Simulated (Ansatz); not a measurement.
**CdP2C: how the settings move a single-point run**

How sensitive is a single-point run of CdP2C to its settings? A reference run comes first, then one run with altered input. The cell is built on a prototype (ordering on zincblende) and needn't be the phase found in nature.

Program: Ansatz 0.2.0. Level of theory: reference: DFT, r2SCAN, plane waves, PAW. These are calculated values, not measurements.

1 further run of the same task is left out (it didn't finish).

**1. Starting point**

Symmetry: P-4m2, No. 115, tetragonal system. Conventional cell: a = 3.305 Å, b = 3.305 Å, c = 5.972 Å, α = 90.00°, β = 90.00°, γ = 90.00°. Cd (site symmetry -4m2) has 4 P at 2.56 Å as nearest neighbours. P (site symmetry 2mm) is surrounded by 2 C at 1.95 Å and 2 Cd at 2.56 Å. Around C (site symmetry -4m2) lie 4 P at 1.95 Å.

Coordinates:

```cif
data_structure
_symmetry_space_group_name_H-M 'P 1'
_symmetry_Int_Tables_number 1
_cell_length_a 3.3048
_cell_length_b 3.3048
_cell_length_c 5.9718
_cell_angle_alpha 90.000
_cell_angle_beta 90.000
_cell_angle_gamma 90.000
_cell_volume 65.22
loop_
_atom_site_label
_atom_site_type_symbol
_atom_site_fract_x
_atom_site_fract_y
_atom_site_fract_z
_atom_site_occupancy
Cd1 Cd 0.00000 0.00000 0.00000 1
P1 P 0.00000 0.50000 0.32654 1
C1 C 0.50000 0.50000 0.50000 1
P2 P 0.50000 0.00000 0.67346 1
```

**2. Baseline**

The input, input.yaml:

```yaml
crystal:
  lattice:
    - [3.3048441637, 0.0, 0.0]
    - [0.0, 3.3048441637, 0.0]
    - [0.0, 0.0, 5.9718372581]
  atoms:
    - { symbol: Cd, position: [0.0, 0.0, 0.0] }
    - { symbol: P, position: [0.0, 0.5, 0.3265445761] }
    - { symbol: C, position: [0.5, 0.5, 0.5] }
    - { symbol: P, position: [0.5, 0.0, 0.6734554239] }
kpoints:
  mp_grid: { grid: [6, 6, 4] }
hamiltonian:
  xc: r2scan
scf:
  occupations: { method: fermi_dirac, width: 0.02 }
  n_extra_bands: 5
output:
  forces: true
  stress: true
  eigenvalues: true
```

Run with:

```bash
ansatz run input.yaml --threads 4 --pin off --max-ram 3686MiB --backend cpu --events-out ev --progress --plain --runs-dir out
```

**3. Changing settings: ecutrho_ratio 12**

Changes to input.yaml since step 2:

```diff
@@ -17,2 +17,3 @@
   n_extra_bands: 5
+  max_iter: 87
 output:
@@ -21 +22,3 @@
   eigenvalues: true
+basis:
+  ecutrho_ratio: 12
```

Q: Predict the outcome of this session. Wanted: for each run, ending; energy change; pressure; gap; force.

As calculated:

| run | ending | energy change | pressure (GPa) | gap (eV) | force (eV/Å) | cycles | time |
| --- | --- | --- | --- | --- | --- | --- | --- |
| reference | converged | 0 | 0.1 | 0.00 | 0.16 | 8 | 6 s |
| 1: ecutrho_ratio 12 | converged | 0.0 meV/atom | 0.1 | 0.00 | 0.16 | 8 | 9.1 s |

Residual by cycle in the longest SCF loop of each run; runs are numbered as in the table. The quantity is the density residual dr2, in eV.

```
cycle  reference    run 1
    1     0.0301   0.0301
    2     0.0103   0.0103
    3    0.00194  0.00194
    4     2.8e-4   2.8e-4
    5     2.8e-5   2.8e-5
    6     2.3e-6   2.3e-6
    7     2.9e-7   2.9e-7
    8     2.0e-8   2.0e-8
```

Changing the numerical grids leaves the energy as it was (0.0 meV/atom). Cost: 9.1 s against 6 s.
